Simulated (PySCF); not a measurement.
**CHBrCl2 (bromodichloromethane): a chain of runs**

Aim: a saddle-point search (HF/cc-pV(D+d)Z), then the harmonic vibrations, then a single-point energy, then a single-point energy (MP2/def2-SVP), then the energy of CHBrCl2 (bromodichloromethane). Input form: a Python script.

Program for the calculation: PySCF 2.14.0.

## 1. Starting point

The species is CHBrCl2 (5 atoms), meant as a singlet with charge 0. SMILES: `ClC(Cl)Br`. The run starts from this shape.

Bond lengths: Cl1–C2 1.754 Å, C2–Cl3 1.754 Å, C2–Br4 1.934 Å, Cl3–H5 1.301 Å. Angles: Cl1–C2–Cl3 111.5°, Cl1–C2–Br4 111.2°, Cl3–C2–Br4 111.2°, C2–Cl3–H5 47.6°.

## 2. A saddle-point search at HF/cc-pV(D+d)Z (density fitting with def2-universal-jkfit) (run 1)

The input, job.py:

```python
from pyscf import gto
from pyscf.geomopt.geometric_solver import kernel as optimise

system = gto.M(
    atom=[
    ('Cl', (-0.545310, 0.154210, 1.648620)),
    ('C', (0.079970, 0.086060, 0.011540)),
    ('Cl', (1.215390, -1.235370, -0.189200)),
    ('Br', (-1.353490, -0.018800, -1.282480)),
    ('H', (1.339542, 0.053627, -0.311389)),
],
    verbose=3,
    spin=0,
    basis='cc-pv(d+d)z',
    max_memory=1860,
)

mf = system.RHF()
mf = mf.density_fit(auxbasis='def2-universal-jkfit')
converged, mol_eq = optimise(mf, maxsteps=60, transition=True, hessian=True)
print('converged:', converged)
print(mol_eq.tostring())

mf.reset(mol_eq)
system = mol_eq
mf.kernel()
energy = mf.e_tot
print('E = %.10f Eh' % energy)
```

Run with:

```bash
$ OMP_NUM_THREADS=1 python job.py
```

What it wrote:

```text
converged SCF energy = -3529.64538408206

[... 29 lines left out ...]
> Convergence Criteria:
[... 37 lines left out ...]
Note: Free energy does not include contribution from imaginary mode(s)
[... 23 lines left out ...]
converged SCF energy = -3529.6452918677
[... 109 lines left out ...]
converged SCF energy = -3529.66405870808
[... 109 lines left out ...]
converged SCF energy = -3529.69669388169
[... 109 lines left out ...]
converged SCF energy = -3529.70741157728
[... 110 lines left out ...]
converged SCF energy = -3529.70914800434
[... 109 lines left out ...]
converged SCF energy = -3529.71381846293
[... 109 lines left out ...]
converged SCF energy = -3529.71567785789
[... 111 lines left out ...]
converged SCF energy = -3529.71569080339
[... 100 lines left out ...]
Converged! =D
[... 1 line left out ...]
converged: True
Cl         -0.42675744        0.51315001        1.64824676
C           0.07117653        0.29951410        0.08969292
Cl          1.14560903       -2.20009008       -0.44407901
Br         -0.94452278        1.00662557       -1.25125307
H           0.88907112       -0.57477114       -0.16798526
converged SCF energy = -3529.71567619589
E = -3529.7156761959 Eh
```

Wall time 4.7 min (1 thread of Intel Xeon at 2.50GHz (Skylake/Cascade Lake), shared host); peak memory 0.8 GiB.

Step by step:

```csv
step,energy from the first frame kept (eV),largest force (eV/Å)
0,0.0000,8.6447
2,-0.0011,7.5100
4,-0.0654,5.8861
6,-0.5082,3.3034
8,-0.9225,2.6777
10,-1.2612,2.3046
12,-1.5030,1.9768
14,-1.6133,1.9132
16,-1.6879,2.1487
18,-1.7021,2.5307
20,-1.7154,2.1213
22,-1.7471,1.5942
24,-1.7937,1.0890
26,-1.8622,0.4498
28,-1.8989,0.1971
30,-1.9124,0.0667
32,-1.9143,0.1058
34,-1.9140,0.0970
36,-1.9131,0.0639
38,-1.9127,0.0135
40,-1.9127,0.0015
```

After the run. Bond lengths: Cl1–C2 1.650 Å, C2–Br4 1.825 Å, C2–H5 1.225 Å. Angles: Cl1–C2–Br4 118.4°, Cl1–C2–H5 119.5°, Br4–C2–H5 119.6°. A long bond or contact: C2–Cl3 2.773 Å.

## 3. The harmonic vibrations at HF/cc-pV(D+d)Z (density fitting with def2-universal-jkfit) (run 2)

The input, calc.py:

```python
import numpy
from pyscf import gto, symm
from pyscf.hessian import thermo

mol = gto.Mole()
mol.atom = [
    ('Cl', (-0.132335, 0.368826, 1.992392)),
    ('C', (0.365599, 0.155190, 0.433838)),
    ('Cl', (1.440031, -2.344414, -0.099934)),
    ('Br', (-0.650101, 0.862302, -0.907108)),
    ('H', (1.183493, -0.719095, 0.176160)),
]
mol.basis = 'cc-pv(d+d)z'
mol.charge = 0
mol.max_memory = 1860
mol.verbose = 3
mol.build()

myscf = mol.RHF()
myscf = myscf.density_fit(auxbasis='def2-universal-jkfit')
myscf.kernel()

etot = myscf.e_tot
print('E(%s) = %.9f' % ('HF', etot))
hess = myscf.Hessian().kernel()
modes = thermo.harmonic_analysis(mol, hess)
print('frequencies (1/cm)', numpy.round(modes['freq_wavenumber'], 1))
symm.geom.TOLERANCE = 1e-3  # for the symmetry number
th = thermo.thermo(myscf, modes['freq_au'], 500, 101325)
thermo.dump_thermo(mol, th)
```

Run with:

```bash
$ OMP_NUM_THREADS=1 python calc.py
```

What it wrote:

```text
converged SCF energy = -3529.71567619588
E(HF) = -3529.715676196
frequencies (1/cm) [   0. +751.9j   67.2  +0.j   135.3  +0.j   284.6  +0.j   462.1  +0.j
  750.1  +0.j   976.3  +0.j  1337.1  +0.j  1725.5  +0.j ]
temperature 500.0000 [K]
pressure 101325.00 [Pa]
Rotational constants [GHz] 2.50462 1.32905 0.87463
Symmetry number 1
Zero-point energy (ZPE) 0.01307 [Eh]   34322.336 [J/mol]
                           tot       elec      trans        rot        vib
Entropy [J/mol/K]       372.789      0.000    183.083    128.168     61.538
Cv [J/mol/K]             70.884      0.000     12.472     12.472     45.941
Cp [J/mol/K]             79.199      0.000     20.786     12.472     45.941
Internal energy [J/mol]                      6235.845   6235.845  48578.154
Internal energy [Eh]   -3529.69242  -3529.71568
Enthalpy [J/mol]                            10393.075   6235.845  48578.154
Enthalpy [Eh]          -3529.69084
Gibbs free energy [J/mol]                  -81148.416 -57847.948  17808.924
Gibbs free energy [Eh] -3529.76183
```

It took 73 s on 1 thread of Intel Xeon at 2.50GHz (Skylake/Cascade Lake), shared host; peak memory 0.78 GiB.

## 4. A single-point energy at HF/cc-pV(D+d)Z (density fitting with def2-universal-jkfit) (run 4)

The input, job.py:

```python
from pyscf import gto

mol = gto.M(
    atom=[
    ('Cl', (-0.545310, 0.154210, 1.648620)),
    ('C', (0.079970, 0.086060, 0.011540)),
    ('Cl', (1.215390, -1.235370, -0.189200)),
    ('Br', (-1.353490, -0.018800, -1.282480)),
    ('H', (0.603440, 1.013890, -0.188490)),
],
    charge=0,
    max_memory=1860,
    basis='cc-pv(d+d)z',
    verbose=3,
)

mf = mol.RHF()
mf = mf.density_fit(auxbasis='def2-universal-jkfit')
mf.kernel()

etot = mf.e_tot
print('Final energy', etot)
```

Run with:

```bash
$ OMP_NUM_THREADS=1 python job.py
```

What it wrote:

```text
converged SCF energy = -3529.82260305201
Final energy -3529.8226030520136
```

It took 3.3 s on 1 thread of Intel Xeon at 2.50GHz (Skylake/Cascade Lake), shared host; peak memory 0.17 GiB.

## 5. A single-point energy at MP2/def2-SVP (density fitting, IEF-PCM water) (run 5)

The input, job.py:

```python
from pyscf import gto, scf, mp, solvent
from pyscf import df

system = gto.M(
    atom=[
    ('Cl', (-0.426757, 0.513150, 1.648247)),
    ('C', (0.071177, 0.299514, 0.089693)),
    ('Cl', (1.145609, -2.200090, -0.444079)),
    ('Br', (-0.944523, 1.006626, -1.251253)),
    ('H', (0.889071, -0.574771, -0.167985)),
],
    verbose=4,
    basis='def2-svp',
    max_memory=1860,
)

mf = scf.RHF(system)
mf = mf.density_fit(auxbasis=df.aug_etb(system, beta=2.0))
mf = mf.PCM()
mf.with_solvent.method = 'IEF-PCM'
mf.with_solvent.eps = 78.3553  # water
mf.kernel()

pt = mp.MP2(mf, frozen=20).run()
e_final = pt.e_tot
print('E(%s) = %.9f' % ('MP2', e_final))
```

Run with:

```bash
$ OMP_NUM_THREADS=1 python job.py
```

What it wrote:

```text
PySCF version 2.14.0

[INPUT] num. atoms = 5
[INPUT] num. electrons = 76
[INPUT] charge = 0
[INPUT] spin (= nelec alpha-beta = 2S) = 0
[INPUT] symmetry False subgroup None
[INPUT] Mole.unit = angstrom
[INPUT] Symbol           X                Y                Z      unit          X                Y                Z       unit  Magmom
[INPUT]  1 Cl    -0.426757000000   0.513150000000   1.648247000000 AA   -0.806453851741   0.969712960821   3.114735415636 Bohr   0.0
[INPUT]  2 C      0.071177000000   0.299514000000   0.089693000000 AA    0.134505036368   0.565999430473   0.169495205291 Bohr   0.0
[INPUT]  3 Cl     1.145609000000  -2.200090000000  -0.444079000000 AA    2.164887255837  -4.157567549394  -0.839187687671 Bohr   0.0
[INPUT]  4 Br    -0.944523000000   1.006626000000  -1.251253000000 AA   -1.784889788353   1.902247449866  -2.364525482540 Bohr   0.0
[INPUT]  5 H      0.889071000000  -0.574771000000  -0.167985000000 AA    1.680100695293  -1.086159774342  -0.317445643035 Bohr   0.0

[... 51 lines left out ...]
Solvent Energy = -0.00049220405717997
[... 7 lines left out ...]
Solvent Energy = -0.0299560066478177
[... 7 lines left out ...]
Solvent Energy = -0.0308376240759057
[... 7 lines left out ...]
Solvent Energy = -0.0310056575570735
[... 7 lines left out ...]
Solvent Energy = -0.0310610773348776
[... 7 lines left out ...]
Solvent Energy = -0.0310566865625452
[... 7 lines left out ...]
Solvent Energy = -0.0310550057317803
[... 5 lines left out ...]
converged SCF energy = -3529.11070428636
[... 1 line left out ...]
******** <class 'pyscf.mp.dfmp2.DFRMP2'> ********
nocc = 18, nmo = 67
frozen orbitals 20
E(DFRMP2) = -3529.74783500901  E_corr = -0.637130722652481
E(SCS-DFRMP2) = -3529.71589753574  E_corr = -0.605193249381671
E_corr(same-spin) = -0.183881097463045
E_corr(oppo-spin) = -0.453249625189436
E(MP2) = -3529.747835009
```

Wall time 28 s (1 thread of Intel Xeon at 2.50GHz (Skylake/Cascade Lake), shared host); peak memory 0.28 GiB.

## 6. The energy at MP2/def2-SVP (density fitting, IEF-PCM water) (run 6)

The input, calc.py:

```python
from pyscf import gto, mp, solvent
from pyscf import df

mol = gto.M(
    atom=[
    ('Cl', (-0.545310, 0.154210, 1.648620)),
    ('C', (0.079970, 0.086060, 0.011540)),
    ('Cl', (1.215390, -1.235370, -0.189200)),
    ('Br', (-1.353490, -0.018800, -1.282480)),
    ('H', (0.603440, 1.013890, -0.188490)),
],
    basis='def2-svp',
    verbose=4,
    max_memory=1860,
)

mf = mol.RHF()
mf = mf.density_fit(auxbasis=df.aug_etb(mol, beta=2.0))
mf = mf.PCM()
mf.with_solvent.method = 'IEF-PCM'
mf.with_solvent.eps = 78.3553  # water
mf.kernel()

pt = mp.MP2(mf, frozen=20).run()
etot = pt.e_tot
print('E = %.10f Eh' % etot)
```

Run with:

```bash
$ OMP_NUM_THREADS=1 python calc.py
```

What it wrote:

```text
PySCF version 2.14.0

[INPUT] num. atoms = 5
[INPUT] num. electrons = 76
[INPUT] charge = 0
[INPUT] spin (= nelec alpha-beta = 2S) = 0
[INPUT] symmetry False subgroup None
[INPUT] Mole.unit = angstrom
[INPUT] Symbol           X                Y                Z      unit          X                Y                Z       unit  Magmom
[INPUT]  1 Cl    -0.545310000000   0.154210000000   1.648620000000 AA   -1.030486552987   0.291414665669   3.115440283480 Bohr   0.0
[INPUT]  2 C      0.079970000000   0.086060000000   0.011540000000 AA    0.151121398181   0.162629830280   0.021807439477 Bohr   0.0
[INPUT]  3 Cl     1.215390000000  -1.235370000000  -0.189200000000 AA    2.296754234535  -2.334510962504  -0.357536182768 Bohr   0.0
[INPUT]  4 Br    -1.353490000000  -0.018800000000  -1.282480000000 AA   -2.557725412338  -0.035526851142  -2.423535960232 Bohr   0.0
[INPUT]  5 H      0.603440000000   1.013890000000  -0.188490000000 AA    1.140336332608   1.915974420435  -0.356194477219 Bohr   0.0

[... 51 lines left out ...]
Solvent Energy = -0.000505868856278608
[... 7 lines left out ...]
Solvent Energy = -0.00502364636694898
[... 7 lines left out ...]
Solvent Energy = -0.00555941958322234
[... 7 lines left out ...]
Solvent Energy = -0.00551586619539729
[... 7 lines left out ...]
Solvent Energy = -0.00550181311676039
[... 7 lines left out ...]
Solvent Energy = -0.00550095735740175
[... 5 lines left out ...]
converged SCF energy = -3529.20246111831
[... 1 line left out ...]
******** <class 'pyscf.mp.dfmp2.DFRMP2'> ********
nocc = 18, nmo = 67
frozen orbitals 20
E(DFRMP2) = -3529.84322474016  E_corr = -0.640763621846597
E(SCS-DFRMP2) = -3529.81238435253  E_corr = -0.609923234220104
E_corr(same-spin) = -0.183453590764399
E_corr(oppo-spin) = -0.457310031082198
E = -3529.8432247402 Eh
```

Run time: 25 s. Hardware: 1 thread of Intel Xeon at 2.50GHz (Skylake/Cascade Lake), shared host; peak memory 0.28 GiB.

## 7. Summary of results

```
                                                         quantity                  value
                   run 1, HF/cc-pV(D+d)Z: total energy at the end         -3529.71568 Eh
                             run 1, HF/cc-pV(D+d)Z: dipole moment                 7.91 D
                               run 1, HF/cc-pV(D+d)Z: HOMO energy               -9.83 eV
                               run 1, HF/cc-pV(D+d)Z: LUMO energy               -1.02 eV
                             run 1, HF/cc-pV(D+d)Z: HOMO–LUMO gap                8.81 eV
                run 2, HF/cc-pV(D+d)Z: lowest harmonic wavenumber  752i cm⁻¹ (imaginary)
               run 2, HF/cc-pV(D+d)Z: highest harmonic wavenumber              1726 cm⁻¹
                              run 4, HF/cc-pV(D+d)Z: total energy         -3529.82260 Eh
                             run 4, HF/cc-pV(D+d)Z: dipole moment                 1.20 D
                               run 4, HF/cc-pV(D+d)Z: HOMO energy              -11.51 eV
                               run 4, HF/cc-pV(D+d)Z: LUMO energy                2.76 eV
                             run 4, HF/cc-pV(D+d)Z: HOMO–LUMO gap               14.27 eV
                                run 5, MP2/def2-SVP: total energy         -3529.74784 Eh
        run 5, MP2/def2-SVP: dipole moment (Hartree–Fock density)                 9.63 D
         run 5, MP2/def2-SVP: HOMO energy (Hartree–Fock orbitals)              -10.17 eV
         run 5, MP2/def2-SVP: LUMO energy (Hartree–Fock orbitals)               -0.36 eV
       run 5, MP2/def2-SVP: HOMO–LUMO gap (Hartree–Fock orbitals)                9.81 eV
run 5, MP2/def2-SVP: correlation energy (20 core orbitals frozen)             -637.1 mEh
                  run 5, MP2/def2-SVP: solvent term in the energy           -81.5 kJ/mol
                                run 6, MP2/def2-SVP: total energy         -3529.84322 Eh
        run 6, MP2/def2-SVP: dipole moment (Hartree–Fock density)                 1.65 D
         run 6, MP2/def2-SVP: HOMO energy (Hartree–Fock orbitals)              -11.46 eV
         run 6, MP2/def2-SVP: LUMO energy (Hartree–Fock orbitals)                3.28 eV
       run 6, MP2/def2-SVP: HOMO–LUMO gap (Hartree–Fock orbitals)               14.74 eV
run 6, MP2/def2-SVP: correlation energy (20 core orbitals frozen)             -640.8 mEh
                  run 6, MP2/def2-SVP: solvent term in the energy           -14.4 kJ/mol
```

What this shows: Mulliken charges (run 1, HF/cc-pV(D+d)Z) run from -0.61 on Cl3 to +0.30 on H5; they depend strongly on the basis. 1 mode is imaginary (lowest 752i cm⁻¹): a first-order saddle point. Mulliken charges (run 4, HF/cc-pV(D+d)Z) run from -0.14 on C2 to +0.16 on H5; they depend strongly on the basis. Mulliken charges (run 6, MP2/def2-SVP) of the mean-field density run from -0.13 on Cl1 to +0.19 on H5; they depend strongly on the basis.
